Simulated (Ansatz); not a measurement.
**Si3Ge3H14: one species, many methods**

The task here is to estimate one member of a computed series from the others.

Program: Ansatz 0.2.0, Gaussian basis. Level of theory: functionals in def2-TZVPP, the program's frozen cores in correlated methods. These are calculated values, not measurements.

Levels to be run: LDA (SPW92), PBE-D4, revPBE-D4, BLYP-D4, r2SCAN-D4, B97M-V, PBE0-D4, B3LYP-D4, r2SCANh-D4, r2SCAN0-D4, HSE06-D4, BHLYP-D4, CAM-B3LYP-D4, LC-ωPBE, ωB97X-V, ωB97M-V, B2PLYP, PBE-QIDH; CCSD(T)/def2-SVP; CCSD(T)/def2-TZVPP; MP2/def2-QZVPP; extrapolation to the limit; RPA on PBE.

## Structure used throughout

An earlier PBE0-D4 in a triple-zeta def2 set relaxation fixed the geometry.

20 atoms, charge 0, spin multiplicity 1.

Atoms are counted from 1 here; the program's logs count them from 0.

Bond lengths: Ge1–Si2 2.381 Å, Ge1–H7 1.539 Å, Ge1–H8 1.538 Å, Ge1–H9 1.538 Å, Si2–Si3 2.336 Å, Si2–H10 1.489 Å, Si2–H11 1.489 Å, Si3–Si4 2.337 Å, Si3–H12 1.490 Å, Si3–H13 1.490 Å, Si4–Ge5 2.384 Å, Si4–H14 1.490 Å, Si4–H15 1.489 Å, Ge5–Ge6 2.425 Å, Ge5–H16 1.541 Å, Ge5–H17 1.542 Å, Ge6–H18 1.539 Å, Ge6–H19 1.537 Å and more. Angles: Si2–Ge1–H7 109.8°, Si2–Ge1–H8 111.6°, Si2–Ge1–H9 110.3°, H7–Ge1–H8 108.7°, H7–Ge1–H9 108.0°, H8–Ge1–H9 108.4°, Ge1–Si2–Si3 109.4°, Ge1–Si2–H10 109.5°, Ge1–Si2–H11 109.6°, Si3–Si2–H10 111.3°, Si3–Si2–H11 108.9°, H10–Si2–H11 108.2°, Si2–Si3–Si4 109.1°, Si2–Si3–H12 110.4°, Si2–Si3–H13 109.6°, Si4–Si3–H12 109.0°, Si4–Si3–H13 110.3°, H12–Si3–H13 108.4° and more.

The first run:

The input, in.yaml:

```yaml
crystal:
  periodic: [false, false, false]
  atoms:
    - {symbol: Ge, position_ang: [-0.047278, -2.628549, -0.649872]}
    - {symbol: Si, position_ang: [1.523241, -0.951570, -1.273800]}
    - {symbol: Si, position_ang: [0.392297, 0.848291, -2.242153]}
    - {symbol: Si, position_ang: [-1.253996, 1.602072, -0.764100]}
    - {symbol: Ge, position_ang: [-0.311679, 2.000351, 1.389449]}
    - {symbol: Ge, position_ang: [-0.188540, 0.002488, 2.758950]}
    - {symbol: H, position_ang: [-0.656218, -3.267156, -1.910336]}
    - {symbol: H, position_ang: [0.610502, -3.733854, 0.192724]}
    - {symbol: H, position_ang: [-1.192813, -2.009213, 0.169355]}
    - {symbol: H, position_ang: [2.521795, -1.531439, -2.214529]}
    - {symbol: H, position_ang: [2.246561, -0.471422, -0.064046]}
    - {symbol: H, position_ang: [1.338214, 1.964340, -2.525354]}
    - {symbol: H, position_ang: [-0.225032, 0.417166, -3.528289]}
    - {symbol: H, position_ang: [-1.872090, 2.856825, -1.277451]}
    - {symbol: H, position_ang: [-2.325690, 0.575541, -0.640321]}
    - {symbol: H, position_ang: [1.101489, 2.595820, 1.235478]}
    - {symbol: H, position_ang: [-1.167054, 3.036537, 2.145245]}
    - {symbol: H, position_ang: [0.275414, 0.368227, 4.179588]}
    - {symbol: H, position_ang: [-1.572947, -0.660084, 2.847521]}
    - {symbol: H, position_ang: [0.803823, -1.014371, 2.171943]}
basis:
  gaussian: {orbitals: def2-TZVPP}
hamiltonian: {xc: lda}
output: {orbitals: {seedname: orbitals}}
```

On the command line:

```
ansatz run in.yaml --threads 4 --pin off --events-out ev --progress --plain --max-ram 66560MiB --backend cuda --devices 0, --max-vram 37GiB
```

Among the steps run: LDA; PBE-D4 (GGA); revPBE-D4 (GGA); BLYP-D4 (GGA); r2SCAN-D4 (meta-GGA); B97M-V (meta-GGA); PBE0-D4 (hybrid); B3LYP-D4 (hybrid); r2SCANh-D4 (hybrid); r2SCAN0-D4 (hybrid); HSE06-D4 (hybrid); BHLYP-D4 (hybrid); CAM-B3LYP-D4 (range-separated); LC-ωPBE (range-separated); ωB97X-V (range-separated); ωB97M-V (range-separated); B2PLYP (double hybrid); PBE-QIDH (double hybrid).

One of the session's tables, all rows but one given; the rest of the session is left out.

| functional | HOMO (eV) | gap (eV) |
| --- | --- | --- |
| LDA (SPW92) | -6.86 | 5.37 |
| PBE-D4 | -6.76 | 5.43 |
| revPBE-D4 | -6.71 | 5.47 |
| BLYP-D4 | ? | ? |
| r2SCAN-D4 | -7.01 | 5.85 |
| B97M-V | -7.13 | 5.76 |
| PBE0-D4 | -7.76 | 7.20 |
| B3LYP-D4 | -7.55 | 6.87 |
| r2SCANh-D4 | -7.37 | 6.49 |
| r2SCAN0-D4 | -7.92 | 7.44 |
| HSE06-D4 | -7.38 | 6.46 |
| BHLYP-D4 | -8.63 | 9.01 |
| CAM-B3LYP-D4 | -8.93 | 9.46 |
| LC-ωPBE | -10.20 | 11.69 |
| ωB97X-V | -9.90 | 11.31 |
| ωB97M-V | -9.69 | 10.83 |

Estimate the missing values for BLYP-D4.

Worked estimate for «HOMO (eV)». Against the share of exact exchange, B3LYP-D4 (0.2, -7.55), BHLYP-D4 (0.5, -8.63) give a slope of -3.60 per unit share; at 0 the line stands at -6.83.

The run gave: HOMO (eV): -6.59; gap (eV): 5.44. In «HOMO (eV)» the line misses by -0.24.
